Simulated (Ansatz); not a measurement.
# AlClF2H4: two geometries relaxed

Are the two ends of the reaction (exchange6) separate minima, and which lies lower? Each is relaxed from a guess. Meant to form: Al1–F6, H5–F8, H7–Cl2; to break: Al1–Cl2, H5–F6, H7–F8. The start is a guess near the saddle point, from which both ends are pulled out.

Method: RKS revPBE-D4/def2-SVP, in Ansatz 0.2.0.

### Step 1. Starting point

Bond lengths: Al1–Cl2 2.601 Å, Al1–H3 1.529 Å, Al1–H4 1.528 Å, Al1–F6 2.110 Å. Angles: Cl2–Al1–H3 111.2°, Cl2–Al1–H4 109.9°, Cl2–Al1–F6 86.5°, H3–Al1–H4 123.0°, H3–Al1–F6 110.5°, H4–Al1–F6 109.7°.

As a file:

```xyz
8

Al   -0.9315   -0.5569   -0.9554
Cl    1.2251    0.8757   -1.2025
H    -0.7255   -1.9677   -1.5084
H    -2.1600    0.2926   -1.2785
H     0.3353    0.0968    1.6196
F    -0.5652   -0.5161    1.1220
H     1.5089    0.9903    0.5200
F     1.3130    0.7854    1.6833
```

### Step 2. Pulling towards end A

Springs on the bonds that form and break draw the guess towards this end; the thresholds are loose.

The input, input.yaml:

```yaml
crystal:
  periodic: [false, false, false]
  atoms:
    - { symbol: Al, position_ang: [-0.9315, -0.5569, -0.9554] }
    - { symbol: Cl, position_ang: [1.2251, 0.8757, -1.2025] }
    - { symbol: H, position_ang: [-0.7255, -1.9677, -1.5084] }
    - { symbol: H, position_ang: [-2.16, 0.2926, -1.2785] }
    - { symbol: H, position_ang: [0.3353, 0.0968, 1.6196] }
    - { symbol: F, position_ang: [-0.5652, -0.5161, 1.122] }
    - { symbol: H, position_ang: [1.5089, 0.9903, 0.52] }
    - { symbol: F, position_ang: [1.313, 0.7854, 1.6833] }
basis:
  gaussian: { orbitals: def2-SVP }
hamiltonian:
  xc: revpbe
  dispersion: d4
relax:
  f_tol: 0.15
  max_steps: 25
  restrain:
    - { distance: [0, 5], at: 3.08, k: 30.0 }
    - { distance: [4, 7], at: 2.18, k: 30.0 }
    - { distance: [6, 1], at: 2.63, k: 30.0 }
    - { distance: [0, 1], at: 2.23, k: 30.0 }
    - { distance: [4, 5], at: 0.88, k: 30.0 }
    - { distance: [6, 7], at: 0.88, k: 30.0 }
output:
  orbitals: {}
```

On the command line:

```sh
$ ansatz run input.yaml --threads 2 --pin off --max-ram 3072MiB --backend cpu --events-out ev --progress --plain --runs-dir out
```

The log of the run (excerpt; [...] marks lines left out):

```text
Warning: RAYON_NUM_THREADS=2 ignored (pool sized by the plan → 2); use --threads N
[...]
Functional definition: revPBE
[...]
916 factors; their error is unknown
[...]
mean field -24604.19356918 eV, -904.1874363461 hartree, gradient 7.2e-5 eV, S^2 0.000000; 0 other end points of the search recorded, 0 dependent functions left out
[...]
reference -24604.19361551 eV, -904.1874380485 hartree; 26, 26 occupied and 58, 58 virtual orbitals, 916 factors
relax step   1: F+E_penalty+E_count = -24604.54373410 eV  Δ(F+E_penalty+E_count) = +0.000e0 eV  max|allowed force component| = 1.930e0 eV/Å  E_restraint = 45.31197062 eV  max|allowed force component, restraints' pulls added| = 3.593e1 eV/Å  Δτ_max = 0.0000 Å  (25 SCF iters, accepted)
[...]
relax step   3: F+E_penalty+E_count = -24603.87087062 eV  Δ(F+E_penalty+E_count) = +8.097e-1 eV  max|allowed force component| = 7.351e0 eV/Å  E_restraint = 4.12483921 eV  max|allowed force component, restraints' pulls added| = 8.772e0 eV/Å  Δτ_max = 0.1949 Å  (32 SCF iters, accepted)
[...]
relax step   5: F+E_penalty+E_count = -24604.31796109 eV  Δ(F+E_penalty+E_count) = -6.318e-2 eV  max|allowed force component| = 1.471e0 eV/Å  E_restraint = 0.07095156 eV  max|allowed force component, restraints' pulls added| = 1.136e0 eV/Å  Δτ_max = 0.1949 Å  (27 SCF iters, accepted)
[...]
relax step   9: F+E_penalty+E_count = -24604.32244617 eV  Δ(F+E_penalty+E_count) = +4.008e-3 eV  max|allowed force component| = 1.341e0 eV/Å  E_restraint = 0.05730931 eV  max|allowed force component, restraints' pulls added| = 2.070e-2 eV/Å  Δτ_max = 0.0301 Å  (27 SCF iters, accepted)
  distance Al 0 - F 5 = 3.0668 Å
  distance H 4 - F 7 = 2.1690 Å
  distance H 6 - Cl 1 = 2.6238 Å
  distance Al 0 - Cl 1 = 2.2098 Å
  distance H 4 - F 5 = 0.9196 Å
  distance H 6 - F 7 = 0.9189 Å
916 factors; their error is unknown
mean field -24604.06094391 eV, -904.1825624572 hartree, gradient 1.3e-5 eV, S^2 0.000000; 1 other end points of the search recorded, 0 dependent functions left out
[...]
reference -24604.06099173 eV, -904.1825642146 hartree; 26, 26 occupied and 58, 58 virtual orbitals, 916 factors
Total energy: -24604.32249399 eV, -904.1921742454 hartree
Atom 0 at    -0.897054    -0.485589    -1.457402 Å, force     0.533870     0.294880     0.358857 eV/Å
Atom 1 at     0.970580     0.689150    -1.580736 Å, force    -0.448434    -0.285959     0.207407 eV/Å
Atom 2 at    -0.728916    -2.051670    -1.654276 Å, force     0.001209     0.005611     0.000327 eV/Å
Atom 3 at    -2.233458     0.368901    -1.394391 Å, force     0.005303    -0.000402     0.002196 eV/Å
Atom 4 at     0.016974    -0.174470     1.883232 Å, force     1.169697     0.842366     0.339030 eV/Å
Atom 5 at    -0.695165    -0.680814     1.596559 Å, force    -0.925788    -0.615993    -0.751097 eV/Å
Atom 6 at     1.818263     1.209162     0.847352 Å, force     0.022016     0.066693    -1.340890 eV/Å
Atom 7 at     1.748877     1.125428     1.759763 Å, force    -0.357873    -0.307196     1.184170 eV/Å
Dipole moment:    -0.027186     0.007595    -0.128973 e Å
```

Run time: 10 s. Hardware: 2 threads of AMD EPYC 7B13 (Zen 3), shared host; peak memory 0.14 GiB.

Relaxation path:

```tsv
step	energy from step 1 (eV)	largest force component (eV/Å)
1	0.0000	1.9297
2	-0.1368	1.8695
3	0.6729	7.3509
4	0.2890	2.3658
5	0.2258	1.4706
6	0.2263	1.5024
7	0.2189	1.2551
8	0.2173	1.2429
9	0.2213	1.3409
```

Step 1 is the start. Energies and forces in the table leave out the springs, which the log lists apart; the run stops on the force with the springs' pull added.

After: Bond lengths: Al1–Cl2 2.210 Å, Al1–H3 1.587 Å, Al1–H4 1.587 Å, H5–F6 0.920 Å, H7–F8 0.919 Å. Angles: Cl2–Al1–H3 115.3°, Cl2–Al1–H4 115.3°, H3–Al1–H4 128.7°.

Pairs that crossed the distance rule for bonds on the way: came closer H5–F6, H7–F8; moved apart Al1–F6.

### Step 3. Relaxing end A

It starts where the restrained run ended.

The input, input.yaml:

```yaml
crystal:
  periodic: [false, false, false]
  atoms:
    - { symbol: Al, position_ang: [-0.897054, -0.485589, -1.457402] }
    - { symbol: Cl, position_ang: [0.97058, 0.68915, -1.580736] }
    - { symbol: H, position_ang: [-0.728916, -2.05167, -1.654276] }
    - { symbol: H, position_ang: [-2.233458, 0.368901, -1.394391] }
    - { symbol: H, position_ang: [0.016974, -0.17447, 1.883232] }
    - { symbol: F, position_ang: [-0.695165, -0.680814, 1.596559] }
    - { symbol: H, position_ang: [1.818263, 1.209162, 0.847352] }
    - { symbol: F, position_ang: [1.748877, 1.125428, 1.759763] }
basis:
  gaussian: { orbitals: def2-SVP }
hamiltonian:
  xc: revpbe
  dispersion: d4
relax:
  f_tol: 0.03
  max_steps: 50
```

On the command line:

```sh
$ ansatz run input.yaml --threads 2 --pin off --max-ram 3072MiB --backend cpu --events-out ev --progress --plain --runs-dir out
```

The log of the run (excerpt; [...] marks lines left out):

```text
Warning: RAYON_NUM_THREADS=2 ignored (pool sized by the plan → 2); use --threads N
[...]
[... 1 set-up line as earlier in the session ...]
[...]
916 factors; their error is unknown
[...]
mean field -24604.06092439 eV, -904.1825617397 hartree, gradient 6.5e-6 eV, S^2 0.000000; 0 other end points of the search recorded, 0 dependent functions left out
[...]
reference -24604.06097219 eV, -904.1825634964 hartree; 26, 26 occupied and 58, 58 virtual orbitals, 916 factors
relax step   1: F+E_penalty+E_count = -24604.32242659 eV  Δ(F+E_penalty+E_count) = +0.000e0 eV  max|allowed force component| = 1.341e0 eV/Å  Δτ_max = 0.0000 Å  (25 SCF iters, accepted)
[...]
relax step   4: F+E_penalty+E_count = -24605.15890061 eV  Δ(F+E_penalty+E_count) = -2.983e-1 eV  max|allowed force component| = 5.748e-1 eV/Å  Δτ_max = 0.1973 Å  (27 SCF iters, accepted)
[...]
reference -24604.99350247 eV, -904.2168333523 hartree; 26, 26 occupied and 58, 58 virtual orbitals, 916 factors
Total energy: -24605.37759798 eV, -904.2309486018 hartree
Atom 0 at    -0.780357    -0.463424    -0.884864 Å, force     0.008965     0.002721     0.000272 eV/Å
Atom 1 at     1.118736     0.741141    -1.218417 Å, force    -0.001894    -0.000743     0.000297 eV/Å
Atom 2 at    -0.579660    -1.961644    -1.376732 Å, force    -0.002300    -0.000970     0.000166 eV/Å
Atom 3 at    -2.058063     0.461873    -1.085770 Å, force    -0.001745     0.000822     0.000267 eV/Å
Atom 4 at     0.221503     0.030254     1.401144 Å, force    -0.010310    -0.009082     0.002668 eV/Å
Atom 5 at    -0.567881    -0.558668     1.026367 Å, force     0.015395     0.011217     0.003027 eV/Å
Atom 6 at     1.399731     0.936123     0.570890 Å, force    -0.000931    -0.000524    -0.006503 eV/Å
Atom 7 at     1.246094     0.814444     1.567482 Å, force    -0.007181    -0.003441    -0.000194 eV/Å
Dipole moment:     0.098725     0.047032     0.297289 e Å
```

It took 13 s on 2 threads of AMD EPYC 7B13 (Zen 3), shared host; peak memory 0.14 GiB.

Step by step:

```tsv
step	energy from step 1 (eV)	largest force component (eV/Å)
1	0.0000	1.3410
2	-0.2599	0.4845
3	-0.5382	0.6155
4	-0.8365	0.5748
5	-0.9080	1.5041
6	-1.0231	0.3979
7x	-0.9750	0.4533
8	-1.0470	0.1898
9	-1.0516	0.2117
10	-1.0537	0.1914
11	-1.0548	0.0528
12	-1.0551	0.0154
```

Step 1 is the start. 1 step was tried and not accepted (marked x).

After: Bond lengths: Al1–Cl2 2.273 Å, Al1–H3 1.590 Å, Al1–H4 1.590 Å, Al1–F6 1.925 Å, H5–F6 1.054 Å, H7–F8 1.016 Å. Angles: Cl2–Al1–H3 110.4°, Cl2–Al1–H4 110.1°, Cl2–Al1–F6 94.6°, H3–Al1–H4 127.6°, H3–Al1–F6 104.3°, H4–Al1–F6 104.1°, Al1–F6–H5 114.1°.

Pairs that crossed the distance rule for bonds on the way: came closer Al1–F6.

(Part 1 of 2 ends here.)
